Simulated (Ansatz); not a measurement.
**CH₄FOSn radical: how energies converge with the basis set**

How large a basis does CH₄FOSn radical need? Two functionals are run in growing sets.

Method: one geometry, several basis sets; program: Ansatz 0.2.0, Gaussian basis.

Plan: PBE0-D4/def2-SVP; ωB97M-V/def2-SVP; PBE0-D4/def2-QZVPP; ωB97M-V/def2-QZVPP; the functionals' def2-TZVPP values are taken from earlier runs.

### 1 The relaxed structure

All runs share one geometry, relaxed beforehand with PBE0-D4 in a triple-zeta def2 set. Sn takes the def2 core potential; no spin-orbit term is included.

8 atoms, charge 0, spin multiplicity 2.

Atoms are counted from 1 here; the program's logs count them from 0.

Bond lengths: C1–O2 1.408 Å, C1–H5 1.096 Å, C1–H6 1.095 Å, C1–H7 1.094 Å, O2–Sn3 1.962 Å, Sn3–F4 1.936 Å, Sn3–H8 1.743 Å. Angles: O2–C1–H5 111.4°, O2–C1–H6 112.6°, O2–C1–H7 107.7°, H5–C1–H6 108.7°, H5–C1–H7 107.8°, H6–C1–H7 108.3°, C1–O2–Sn3 123.3°, O2–Sn3–F4 101.9°, O2–Sn3–H8 104.6°, F4–Sn3–H8 105.8°.

### 2 PBE0-D4 in def2-SVP

in.yaml

```yaml
crystal:
  periodic: [false, false, false]
  atoms:
    - {symbol: C, position_ang: [-0.766842, 0.681885, -0.719585]}
    - {symbol: O, position_ang: [-0.525094, -0.614152, -0.224241]}
    - {symbol: Sn, position_ang: [1.227179, -1.207644, 0.429407]}
    - {symbol: F, position_ang: [1.861490, 0.366629, 1.361360]}
    - {symbol: H, position_ang: [-0.483091, 0.767023, -1.775202]}
    - {symbol: H, position_ang: [-0.239540, 1.455055, -0.150701]}
    - {symbol: H, position_ang: [-1.841641, 0.872276, -0.644882]}
    - {symbol: H, position_ang: [0.859639, -2.378173, 1.667943]}
basis:
  gaussian: {orbitals: def2-SVP}
magnetization: {spin_polarized: true, initial_magnetization: 1}
hamiltonian: {xc: pbe0, dispersion: d4}
output: {orbitals: {seedname: orbitals}}
```

Launch:

```
$ ansatz run in.yaml --threads 4 --pin off --events-out ev --progress --plain --max-ram 10444MiB
```

After this run come: ωB97M-V in def2-SVP; PBE0-D4 in def2-QZVPP; ωB97M-V in def2-QZVPP.

**Question.** What will the summary of the whole plan be? Wanted: PBE0-D4: double and triple zeta above quadruple; ωB97M-V: double and triple zeta above quadruple.

The runs gave:

| quantity | value |
| --- | --- |
| PBE0-D4: double and triple zeta above quadruple | 8.05, 0.42 eV |
| ωB97M-V: double and triple zeta above quadruple | 8.27, 0.41 eV |

What this shows: PBE0-D4 gains 7.63 eV from double to triple zeta, then 0.42 eV more. These are total energies; as a rule much of such shifts cancels in differences, which this series doesn't test.
